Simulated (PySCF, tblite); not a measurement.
# C₇H₁₅OP: geometry, infrared bands and NMR shifts

What infrared bands and NMR shifts should C₇H₁₅OP (`CC(C)(C)[C@@H]1CC[P@@H]1=O`) show?

Programs: tblite 0.8.0 and PySCF 2.14.0, with density-fitted response routines of our own. Each step states its level of theory. These are calculated values for one molecule in the gas phase, unless marked as measured. Atoms count from 0, in the outputs and in this text.

## Step 1: Starting geometry

24 atoms, charge 0, multiplicity 1; geometry from: force field or distance geometry start.

Bonds of the start (Å): C0–C1 1.53, C1–C2 1.49, C1–C3 1.51, C1–C4 1.50, C4–C5 1.51, C5–C6 1.54, C6–P7 1.82, P7–O8 1.48, P7–C4 1.79, C0–H9 1.13, C0–H10 1.09, C0–H11 1.11, C2–H12 1.10, C2–H13 1.11, C2–H14 1.14, C3–H15 1.12, C3–H16 1.12, C3–H17 1.09, C4–H18 1.12, C5–H19 1.09, C5–H20 1.13, C6–H21 1.11, C6–H22 1.10, P7–H23 1.40.

## Step 2: Geometry optimisation with GFN2-xTB

What the job is given:

```
{"job": {"kind": "relax", "xc": "GFN2-xTB", "basis": "xTB"}, "charge": 0, "multiplicity": 1}
C     -1.396100    -0.852200     0.997500
C     -0.894100     0.068600    -0.113700
C     -1.898000     0.016600    -1.210100
C     -0.861100     1.478500     0.435000
C      0.460600    -0.451500    -0.485900
C      1.501100    -0.480100     0.601800
C      2.500000    -0.696500    -0.545900
P      1.574300     0.616400    -1.395000
O      1.824400     1.979900    -0.884400
H     -1.977500    -1.649300     0.443900
H     -0.591900    -1.376900     1.513600
H     -2.057600    -0.333000     1.728400
H     -1.565600     0.546900    -2.116000
H     -2.249300    -1.012300    -1.415200
H     -2.808900     0.594000    -0.846400
H     -0.024000     1.642700     1.161500
H     -1.825100     1.714700     0.949500
H     -0.763500     2.145900    -0.421400
H      0.382300    -1.494700    -0.891100
H      1.446000    -1.266500     1.352500
H      1.714800     0.555000     1.004000
H      2.319200    -1.716900    -0.933700
H      3.540100    -0.430000    -0.304300
H      1.638400     0.420300    -2.783600
```

The run is started by

```bash
$ OMP_NUM_THREADS=1 python probes_run.py task.json out
```

One launch serves the whole session: the jobs run in the order shown.

**Question.** This job is followed by: GFN2-xTB harmonic vibrations, gas phase; GIAO PBE0/pcSseg-1 NMR shielding, non-relativistic, gas phase. Predict these results of the whole session: strongest single infrared mode (GFN2-xTB); zero-point energy (GFN2-xTB); ¹³C shifts against TMS (PBE0/pcSseg-1, means over atoms taken as alike); ¹H shifts against TMS (PBE0/pcSseg-1, means over atoms taken as alike); ³¹P shifts against H3PO4 (PBE0/pcSseg-1); ¹⁷O shifts against H2O (PBE0/pcSseg-1).

As calculated:

| quantity | value |
| --- | --- |
| strongest single infrared mode (GFN2-xTB) | 2214 cm⁻¹, 293 km/mol |
| zero-point energy (GFN2-xTB) | 129.5 kcal/mol |
| ¹³C shifts against TMS (PBE0/pcSseg-1, means over atoms taken as alike) | 64.3, 34.6, 33.1, 29.6, 22.7 ppm |
| ¹H shifts against TMS (PBE0/pcSseg-1, means over atoms taken as alike) | 8.28, 2.57, 2.24, 2.22, 2.21, 2.17, 1.15 ppm |
| ³¹P shifts against H3PO4 (PBE0/pcSseg-1) | 6.2 ppm |
| ¹⁷O shifts against H2O (PBE0/pcSseg-1) | 104.2 ppm |

Relaxing lowered the energy by 1.532 eV in 130 steps; the close pair that moved most is C4–P7, from 1.791 to 1.859 Å. All 66 modes are real, so the xTB geometry is a minimum. The strongest single mode, at 2214 cm⁻¹, moves mainly H23. Unscaled tight-binding wavenumbers are off by several per cent, some by more. Its intensities can rank the bands wrongly. At PBE0/pcSseg-1: The largest span, 289 ppm, is at P7, where the paramagnetic term is -652 ppm.
